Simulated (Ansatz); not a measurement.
**BFH5NOSi: one species, many methods**

One table from this session's results is given with a row withheld; the runs are named, their logs left out.

Method: functionals in def2-TZVPP, the program's frozen cores in correlated methods; program: Ansatz 0.2.0, Gaussian basis.

The runs, in order: PBE-D4, r2SCAN-D4, PBE0-D4, B3LYP-D4, ωB97X-V, ωB97M-V, B2PLYP; CCSD(T)/def2-TZVPP; MP2/def2-QZVPP; extrapolation to the limit.

## The geometry

The geometry comes from an earlier relaxation with PBE0-D4 in a triple-zeta def2 set; it is a stationary point, not always the lowest conformer.

SMILES `NB(O)[SiH2]F`, 10 atoms, charge 0, spin multiplicity 1.

Atoms are counted from 1 here; the program's logs count them from 0.

Bond lengths: N1–B2 1.398 Å, N1–H6 1.008 Å, N1–H7 1.003 Å, B2–O3 1.372 Å, B2–Si4 2.029 Å, O3–H8 0.959 Å, Si4–F5 1.620 Å, Si4–H9 1.489 Å, Si4–H10 1.489 Å. Angles: B2–N1–H6 121.8°, B2–N1–H7 124.1°, H6–N1–H7 114.1°, N1–B2–O3 117.9°, N1–B2–Si4 123.6°, O3–B2–Si4 118.5°, B2–O3–H8 113.2°, B2–Si4–F5 105.0°, B2–Si4–H9 114.8°, B2–Si4–H10 114.9°, F5–Si4–H9 107.1°, F5–Si4–H10 107.1°, H9–Si4–H10 107.4°.

Set-up of the first run:

Input file in.yaml:

```yaml
crystal:
  periodic: [false, false, false]
  atoms:
    - {symbol: N, position_ang: [0.921052, -0.954199, 1.158704]}
    - {symbol: B, position_ang: [0.050615, -0.611403, 0.119856]}
    - {symbol: O, position_ang: [-0.613171, -1.625709, -0.523001]}
    - {symbol: Si, position_ang: [-0.280924, 1.297558, -0.483700]}
    - {symbol: F, position_ang: [-1.345320, 1.175295, -1.698307]}
    - {symbol: H, position_ang: [1.065323, -1.912043, 1.436426]}
    - {symbol: H, position_ang: [1.451883, -0.289037, 1.689421]}
    - {symbol: H, position_ang: [-1.191175, -1.315859, -1.223236]}
    - {symbol: H, position_ang: [-0.892126, 2.182322, 0.546626]}
    - {symbol: H, position_ang: [0.916842, 2.001675, -1.019889]}
basis:
  gaussian: {orbitals: def2-TZVPP}
hamiltonian: {xc: pbe, dispersion: d4}
output: {forces: true, orbitals: {seedname: orbitals}}
```

The run is started by

```sh
> ansatz run in.yaml --threads 4 --pin off --events-out ev --progress --plain --max-ram 10444MiB
```

Among the steps run: PBE-D4 (GGA); r2SCAN-D4 (meta-GGA); PBE0-D4 (hybrid); B3LYP-D4 (hybrid); ωB97X-V (range-separated); ωB97M-V (range-separated); B2PLYP (double hybrid); CCSD(T) in def2-TZVPP; MP2 in def2-QZVPP.

One table of the session follows, with a row left open; its other results are not shown here.

```
            method  atomisation energy (kcal/mol)
            PBE-D4                          924.3
         r2SCAN-D4                          910.3
           PBE0-D4                          904.5
          B3LYP-D4                          910.5
           ωB97X-V                          912.8
           ωB97M-V                          913.1
            B2PLYP                              ?
     HF/def2-TZVPP                          659.7
    MP2/def2-TZVPP                          902.8
   CCSD/def2-TZVPP                          869.9
CCSD(T)/def2-TZVPP                          882.8
           MP2/CBS                          929.7
       CCSD(T)/CBS                          909.7
```

Q: Estimate the row for B2PLYP from the others.

The run gave: atomisation energy (kcal/mol): 901.5. In the column «atomisation energy (kcal/mol)» it lies between CCSD(T)/def2-TZVPP (882.8) and MP2/def2-TZVPP (902.8).

Limits of these values: Free atoms (1 N, 1 B, 1 O, 1 Si, 1 F, 5 H) were run apart at each level; the atomisation energy is their sum less the molecule, without zero-point or spin-orbit terms.
